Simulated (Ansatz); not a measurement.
**FH5SSi2: up Jacob's ladder to CCSD(T)**

An exercise on one series of results from a longer session: the logs are not shown, and one member is left open.

The runs use Ansatz 0.2.0, Gaussian basis; functionals in def2-TZVPP, the program's frozen cores in correlated methods.

The runs, in order: LDA (SPW92), PBE-D4, revPBE-D4, BLYP-D4, r2SCAN-D4, B97M-V, PBE0-D4, B3LYP-D4, r2SCANh-D4, r2SCAN0-D4, HSE06-D4, BHLYP-D4, CAM-B3LYP-D4, LC-ωPBE, ωB97X-V, ωB97M-V, B2PLYP, PBE-QIDH; CCSD(T)/def2-SVP; CCSD(T)/def2-TZVPP; MP2/def2-QZVPP; extrapolation to the limit; RPA on PBE.

### The relaxed structure

An earlier PBE0-D4 in a triple-zeta def2 set relaxation fixed the geometry.

SMILES `F[SiH]([SiH3])S`, 9 atoms, charge 0, spin multiplicity 1.

Atoms are counted from 1 here; the program's logs count them from 0.

Bond lengths: F1–Si2 1.604 Å, Si2–Si3 2.338 Å, Si2–S4 2.124 Å, Si2–H5 1.483 Å, Si3–H6 1.486 Å, Si3–H7 1.486 Å, Si3–H8 1.488 Å, S4–H9 1.344 Å. Angles: F1–Si2–Si3 108.5°, F1–Si2–S4 111.6°, F1–Si2–H5 107.3°, Si3–Si2–S4 110.4°, Si3–Si2–H5 114.8°, S4–Si2–H5 104.2°, Si2–Si3–H6 108.8°, Si2–Si3–H7 111.5°, Si2–Si3–H8 108.5°, H6–Si3–H7 109.5°, H6–Si3–H8 109.1°, H7–Si3–H8 109.3°, Si2–S4–H9 95.0°.

The first run:

in.yaml

```yaml
crystal:
  periodic: [false, false, false]
  atoms:
    - {symbol: F, position_ang: [-2.158098, 0.539306, -0.159698]}
    - {symbol: Si, position_ang: [-0.588294, 0.823099, -0.330197]}
    - {symbol: Si, position_ang: [0.583767, -0.629567, 1.078227]}
    - {symbol: S, position_ang: [0.037979, 0.569426, -2.344258]}
    - {symbol: H, position_ang: [-0.367727, 2.264361, -0.059867]}
    - {symbol: H, position_ang: [2.015177, -0.230008, 1.092580]}
    - {symbol: H, position_ang: [0.045029, -0.599087, 2.463228]}
    - {symbol: H, position_ang: [0.468153, -2.010387, 0.535988]}
    - {symbol: H, position_ang: [0.052516, -0.773642, -2.293104]}
basis:
  gaussian: {orbitals: def2-TZVPP}
hamiltonian: {xc: lda}
output: {orbitals: {seedname: orbitals}}
```

Run with:

```
ansatz run in.yaml --threads 2 --pin off --events-out ev --progress --plain --max-ram 4352MiB
```

Among the steps run: LDA; PBE-D4 (GGA); revPBE-D4 (GGA); BLYP-D4 (GGA); r2SCAN-D4 (meta-GGA); B97M-V (meta-GGA); PBE0-D4 (hybrid); B3LYP-D4 (hybrid); r2SCANh-D4 (hybrid); r2SCAN0-D4 (hybrid); HSE06-D4 (hybrid); BHLYP-D4 (hybrid); CAM-B3LYP-D4 (range-separated); LC-ωPBE (range-separated); ωB97X-V (range-separated); ωB97M-V (range-separated); B2PLYP (double hybrid); PBE-QIDH (double hybrid).

One table of the session follows, with a row left open; its other results are not shown here.

It belongs to the step «Frontier levels by functional». 

| functional | HOMO (eV) | gap (eV) |
| --- | --- | --- |
| LDA (SPW92) | -6.80 | 5.30 |
| PBE-D4 | ? | ? |
| revPBE-D4 | -6.62 | 5.43 |
| BLYP-D4 | -6.50 | 5.39 |
| r2SCAN-D4 | -6.95 | 5.93 |
| B97M-V | -7.07 | 5.87 |
| PBE0-D4 | -7.87 | 7.42 |
| B3LYP-D4 | -7.62 | 7.01 |
| r2SCANh-D4 | -7.39 | 6.67 |
| r2SCAN0-D4 | -8.05 | 7.76 |
| HSE06-D4 | -7.47 | 6.65 |
| BHLYP-D4 | -8.92 | 9.41 |
| CAM-B3LYP-D4 | -9.16 | 9.79 |
| LC-ωPBE | -10.53 | 12.26 |
| ωB97X-V | -10.18 | 11.80 |
| ωB97M-V | -9.99 | 11.33 |

**Question.** Estimate the row for PBE-D4.

As computed: HOMO (eV): -6.67; gap (eV): 5.39. In the column «HOMO (eV)» it lies between LDA (SPW92) (-6.80) and revPBE-D4 (-6.62).
